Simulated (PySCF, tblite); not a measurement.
# C₆H₁₁O₂ radical: geometry, infrared bands and EPR parameters

Aim: predict the infrared bands and EPR parameters of C₆H₁₁O₂ radical (`CCCOC/C=C/[O]`).

The runs use tblite 0.8.0 and PySCF 2.14.0, with density-fitted response routines of our own; the level of theory stands in each step. All values are computed, except where a source is named. Atoms are numbered from 0 throughout.

## (1) The starting structure

19 atoms, charge 0, multiplicity 2; geometry from: force field or distance geometry start.

Bonds of the start (Å): C0–C1 1.53, C1–C2 1.54, C2–O3 1.37, O3–C4 1.38, C4–C5 1.51, C5–C6 1.33, C6–O7 1.39, C0–H8 1.10, C0–H9 1.12, C0–H10 1.10, C1–H11 1.14, C1–H12 1.09, C2–H13 1.12, C2–H14 1.11, C4–H15 1.11, C4–H16 1.10, C5–H17 1.07, C6–H18 1.08.

## (2) Relaxing the molecule with GFN2-xTB

What the job is given:

```
{"job": {"kind": "relax", "xc": "GFN2-xTB", "basis": "xTB"}, "charge": 0, "multiplicity": 2}
C     -1.997900    -0.343200    -1.527400
C     -2.257800     0.071200    -0.082400
C     -0.865800     0.438500     0.457400
O     -0.102600    -0.694000     0.313300
C      1.194600    -0.570300     0.755500
C      1.963900     0.488600     0.011700
C      3.058000     0.107800    -0.649400
O      3.864800     0.985100    -1.358000
H     -1.141000    -1.030600    -1.574200
H     -1.760100     0.600900    -2.089900
H     -2.893300    -0.838700    -1.932000
H     -2.555600    -0.849500     0.525700
H     -2.988300     0.873600     0.029300
H     -0.523900     1.278700    -0.195400
H     -0.999100     0.766800     1.511700
H      1.702500    -1.545600     0.637000
H      1.274100    -0.307400     1.823500
H      1.673700     1.514500     0.008000
H      3.343900    -0.936900    -0.626100
```

The run is started by

```sh
OMP_NUM_THREADS=1 python probes_run.py task.json out
```

The driver reads the jobs from task.json and runs them one after another.

**Question.** This job is followed by: GFN2-xTB harmonic vibrations, gas phase; UKS B3LYP, pcH-1 on C H O, non-relativistic, mean-field spin-orbit, GIAO. Predict these results of the whole session: strongest single infrared mode (GFN2-xTB); zero-point energy (GFN2-xTB); g(iso) (B3LYP); ⟨S²⟩; largest a(iso) (averaged by class); potential on the surface of density 0.002 e/bohr³, 1st and 99th percentile.

The runs gave:

```
                                                                  quantity                     value
                                 strongest single infrared mode (GFN2-xTB)     1588 cm⁻¹, 204 km/mol
                                              zero-point energy (GFN2-xTB)             98.2 kcal/mol
                                                            g(iso) (B3LYP)                   2.00530
                                                                      ⟨S²⟩        0.765 (exact 0.75)
                                        largest a(iso) (averaged by class)  1H on H15, H16, 98.5 MHz
potential on the surface of density 0.002 e/bohr³, 1st and 99th percentile        -1.70 V and 1.18 V
```

Over 178 steps the energy fell by 1.095 eV; of the close pairs, C6–O7 changed most, 1.387 to 1.225 Å. All 51 modes are real, so the xTB geometry is a minimum. The strongest single mode, at 1588 cm⁻¹, moves mainly C6 and O7. Unscaled tight-binding wavenumbers are off by several per cent, some by more. Its intensities can rank the bands wrongly. The largest share of the spin, 0.79 e, sits on C5. The isotropic g lies 3.0 ppt above the free-electron value. These values are for one conformer; the search (at its own cheap level) found 2 more, at 0.02, 0.14 kcal/mol (those within 0.05 may be mirror or relabelled copies), and measured spectra average over such forms.
